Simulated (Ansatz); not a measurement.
**CH₄FInS: small, medium and large basis sets**

One table from this session's results is given with a row withheld; the runs are named, their logs left out.

Program: Ansatz 0.2.0, Gaussian basis. Level of theory: one geometry, several basis sets. These are calculated values, not measurements.

Levels to be run: PBE0-D4/def2-SVP; ωB97M-V/def2-SVP; PBE0-D4/def2-QZVPP; ωB97M-V/def2-QZVPP; the functionals' def2-TZVPP values are taken from earlier runs.

1 further run of the same task is left out (for a known fault of the program). Runs told in other sessions of the task aren't counted.

### The relaxed structure

All runs share one geometry, relaxed beforehand with PBE0-D4 in a triple-zeta def2 set. In takes the def2 core potential; no spin-orbit term is included.

SMILES `[CH3][In]([F])[SH]`, 8 atoms, charge 0, spin multiplicity 1.

Atoms are counted from 1 here; the program's logs count them from 0.

Bond lengths: C1–In2 2.125 Å, C1–H5 1.090 Å, C1–H6 1.089 Å, C1–H7 1.089 Å, In2–F3 1.963 Å, In2–S4 2.368 Å, S4–H8 1.345 Å. Angles: In2–C1–H5 109.4°, In2–C1–H6 110.0°, In2–C1–H7 108.5°, H5–C1–H6 109.1°, H5–C1–H7 109.7°, H6–C1–H7 110.1°, C1–In2–F3 116.7°, C1–In2–S4 136.2°, F3–In2–S4 107.2°, In2–S4–H8 91.1°.

Set-up of the first run:

File in.yaml:

```yaml
crystal:
  periodic: [false, false, false]
  atoms:
    - {symbol: C, position_ang: [-0.868032, 1.189478, 0.586363]}
    - {symbol: In, position_ang: [0.373986, -0.353211, -0.184112]}
    - {symbol: F, position_ang: [2.301527, 0.013654, -0.242236]}
    - {symbol: S, position_ang: [0.051769, -2.533422, -1.049472]}
    - {symbol: H, position_ang: [-1.460594, 1.615527, -0.223204]}
    - {symbol: H, position_ang: [-1.538676, 0.783827, 1.342988]}
    - {symbol: H, position_ang: [-0.233559, 1.959533, 1.022368]}
    - {symbol: H, position_ang: [1.373578, -2.675365, -1.252696]}
basis:
  gaussian: {orbitals: def2-SVP}
hamiltonian: {xc: pbe0, dispersion: d4}
output: {orbitals: {seedname: orbitals}}
```

Started as:

```sh
ansatz run in.yaml --threads 4 --pin off --events-out ev --progress --plain --max-ram 10444MiB
```

Steps of the session up to this table: PBE0-D4 in def2-SVP; ωB97M-V in def2-SVP; PBE0-D4 in def2-QZVPP; ωB97M-V in def2-QZVPP.

One of the session's tables, all rows but one given; the rest of the session is left out.

It belongs to the step «Functionals by basis». 

| functional | basis | HOMO (eV) |
| --- | --- | --- |
| PBE0-D4 | def2-SVP | -7.53 |
| PBE0-D4 | def2-TZVPP | -7.67 |
| PBE0-D4 | def2-QZVPP | -7.69 |
| ωB97M-V | def2-SVP | ? |
| ωB97M-V | def2-TZVPP | -9.86 |
| ωB97M-V | def2-QZVPP | -9.90 |

Estimate the missing values for ωB97M-V, def2-SVP.

**Answer.** HOMO (eV): -9.69. In the column «HOMO (eV)» it lies between ωB97M-V, def2-TZVPP (-9.86) and PBE0-D4, def2-QZVPP (-7.69).
